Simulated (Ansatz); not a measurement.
# CSe: vertical ionisation energy

One table from this session's results is given with a row withheld; the runs are named, their logs left out.

Computed with Ansatz 0.2.0, Gaussian basis. Level: unrestricted cation, the program's frozen cores in correlated methods.

Plan: UKS PBE-D4/def2-TZVPP; UKS r2SCAN-D4/def2-TZVPP; UKS PBE0-D4/def2-TZVPP; UKS B3LYP-D4/def2-TZVPP; UKS wB97X-V/def2-TZVPP; UKS wB97M-V/def2-TZVPP; UKS B2PLYP/def2-TZVPP; UHF-CCSD(T)/def2-TZVPP; UHF-CCSD(T)/def2-QZVPP; extrapolation to the limit; then −ε(HOMO) from the neutral's earlier runs with LDA (SPW92), PBE-D4, revPBE-D4, BLYP-D4, r2SCAN-D4, B97M-V, PBE0-D4, B3LYP-D4, r2SCANh-D4, r2SCAN0-D4, HSE06-D4, BHLYP-D4, CAM-B3LYP-D4, LC-ωPBE, ωB97X-V, ωB97M-V.

## Structure used throughout

The geometry comes from an earlier relaxation with PBE0-D4 in a triple-zeta def2 set; it is a stationary point.

2 atoms, charge 0, spin multiplicity 1.

Atoms are counted from 1 here; the program's logs count them from 0.

Bond lengths: C1–Se2 1.671 Å.

Set-up of the first run:

in.yaml

```yaml
crystal:
  periodic: [false, false, false]
  atoms:
    - {symbol: C, position_ang: [-0.709713, 0.256590, -0.358863]}
    - {symbol: Se, position_ang: [0.709713, -0.256590, 0.358863]}
basis:
  gaussian: {orbitals: def2-TZVPP}
total_charge: 1
magnetization: {spin_polarized: true, initial_magnetization: 1}
hamiltonian: {xc: pbe, dispersion: d4}
```

Command:

```sh
ansatz run in.yaml --threads 2 --pin off --events-out ev --progress --plain --max-ram 32768MiB --backend cpu
```

Among the steps run: Cation, UKS PBE-D4/def2-TZVPP; Cation, UKS r2SCAN-D4/def2-TZVPP; Cation, UKS PBE0-D4/def2-TZVPP; Cation, UKS B3LYP-D4/def2-TZVPP; Cation, UKS wB97X-V/def2-TZVPP; Cation, UKS wB97M-V/def2-TZVPP; Cation, UKS B2PLYP (frozen core)/def2-TZVPP; Cation, UHF-CCSD(T)/def2-TZVPP; Cation, UHF-CCSD(T)/def2-QZVPP.

One of the session's tables, all rows but one given; the rest of the session is left out.

It belongs to the step «Ionisation energies side by side». For comparison, −ε(HOMO) of the neutral from earlier runs:

```
  functional  −ε(HOMO) (eV)
 LDA (SPW92)           7.19
      PBE-D4           7.08
   revPBE-D4           7.05
     BLYP-D4           6.98
   r2SCAN-D4           7.45
      B97M-V           7.57
     PBE0-D4           8.55
    B3LYP-D4           8.32
  r2SCANh-D4           7.99
  r2SCAN0-D4           8.80
    HSE06-D4           8.15
    BHLYP-D4           9.97
CAM-B3LYP-D4              ?
     LC-ωPBE          11.42
     ωB97X-V          11.05
     ωB97M-V          10.89
```

Estimate the missing values for CAM-B3LYP-D4.

The run gave: −ε(HOMO) (eV): 10.01. In the column «−ε(HOMO) (eV)» it lies between BHLYP-D4 (9.97) and ωB97M-V (10.89).

Caveats from the session: The cation may have settled in a state other than its lowest; no search over hole states beyond the program's own was made.
